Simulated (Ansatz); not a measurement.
# AsI3: one species, many methods

An exercise on one series of results from a longer session: the logs are not shown, and one member is left open.

Program: Ansatz 0.2.0, Gaussian basis. Level of theory: functionals in def2-TZVPP, the program's frozen cores in correlated methods. These are calculated values, not measurements.

Plan: LDA (SPW92), PBE-D4, revPBE-D4, BLYP-D4, r2SCAN-D4, B97M-V, PBE0-D4, B3LYP-D4, r2SCANh-D4, r2SCAN0-D4, HSE06-D4, BHLYP-D4, CAM-B3LYP-D4, LC-ωPBE, ωB97X-V, ωB97M-V, B2PLYP, PBE-QIDH; CCSD(T)/def2-SVP; CCSD(T)/def2-TZVPP; MP2/def2-QZVPP; extrapolation to the limit; RPA on PBE.

1 further run of the same task is left out (for a known fault of the program).

## The geometry

All runs share one geometry, relaxed beforehand with PBE0-D4 in a triple-zeta def2 set. I takes the def2 core potential; no spin-orbit term is included.

SMILES `I[As](I)I`, 4 atoms, charge 0, spin multiplicity 1.

Atoms are counted from 1 here; the program's logs count them from 0.

Bond lengths: I1–As2 2.551 Å, As2–I3 2.551 Å, As2–I4 2.551 Å. Angles: I1–As2–I3 101.2°, I1–As2–I4 101.2°, I3–As2–I4 101.2°.

The first run:

in.yaml reads:

```yaml
crystal:
  periodic: [false, false, false]
  atoms:
    - {symbol: I, position_ang: [0.807203, 0.749741, 2.013557]}
    - {symbol: As, position_ang: [-0.790147, -0.214265, 0.273223]}
    - {symbol: I, position_ang: [0.629921, -2.085466, -0.722504]}
    - {symbol: I, position_ang: [-0.646979, 1.549991, -1.564266]}
basis:
  gaussian: {orbitals: def2-TZVPP}
hamiltonian: {xc: lda}
output: {orbitals: {seedname: orbitals}}
```

Command:

```
ansatz run in.yaml --threads 4 --pin off --events-out ev --progress --plain --max-ram 10444MiB
```

Among the steps run: LDA; PBE-D4 (GGA); revPBE-D4 (GGA); BLYP-D4 (GGA); r2SCAN-D4 (meta-GGA); B97M-V (meta-GGA); PBE0-D4 (hybrid); B3LYP-D4 (hybrid); r2SCANh-D4 (hybrid); r2SCAN0-D4 (hybrid); HSE06-D4 (hybrid); BHLYP-D4 (hybrid); CAM-B3LYP-D4 (range-separated); LC-ωPBE (range-separated); ωB97X-V (range-separated); ωB97M-V (range-separated); B2PLYP (double hybrid); PBE-QIDH (double hybrid).

One of the session's tables, all rows but one given; the rest of the session is left out.

It belongs to the step «Orbital energies across the functionals». 

| functional | HOMO (eV) | LUMO (eV) | gap (eV) |
| --- | --- | --- | --- |
| LDA (SPW92) | -6.64 | -3.87 | 2.77 |
| PBE-D4 | -6.47 | -3.62 | 2.86 |
| revPBE-D4 | ? | ? | ? |
| BLYP-D4 | -6.27 | -3.50 | 2.77 |
| r2SCAN-D4 | -6.75 | -3.57 | 3.19 |
| B97M-V | -6.69 | -3.41 | 3.28 |
| PBE0-D4 | -7.47 | -2.94 | 4.53 |
| B3LYP-D4 | -7.26 | -3.13 | 4.13 |
| r2SCANh-D4 | -7.11 | -3.31 | 3.79 |
| r2SCAN0-D4 | -7.65 | -2.93 | 4.72 |
| HSE06-D4 | -7.10 | -3.30 | 3.79 |
| BHLYP-D4 | -8.29 | -2.13 | 6.16 |
| CAM-B3LYP-D4 | -8.58 | -2.00 | 6.58 |
| LC-ωPBE | -9.77 | -0.98 | 8.79 |
| ωB97X-V | -9.49 | -1.05 | 8.44 |
| ωB97M-V | -9.38 | -1.14 | 8.24 |

**Question.** Estimate the row for revPBE-D4.

The run gave: HOMO (eV): -6.42; LUMO (eV): -3.53; gap (eV): 2.89. In the column «HOMO (eV)» it lies between PBE-D4 (-6.47) and BLYP-D4 (-6.27).
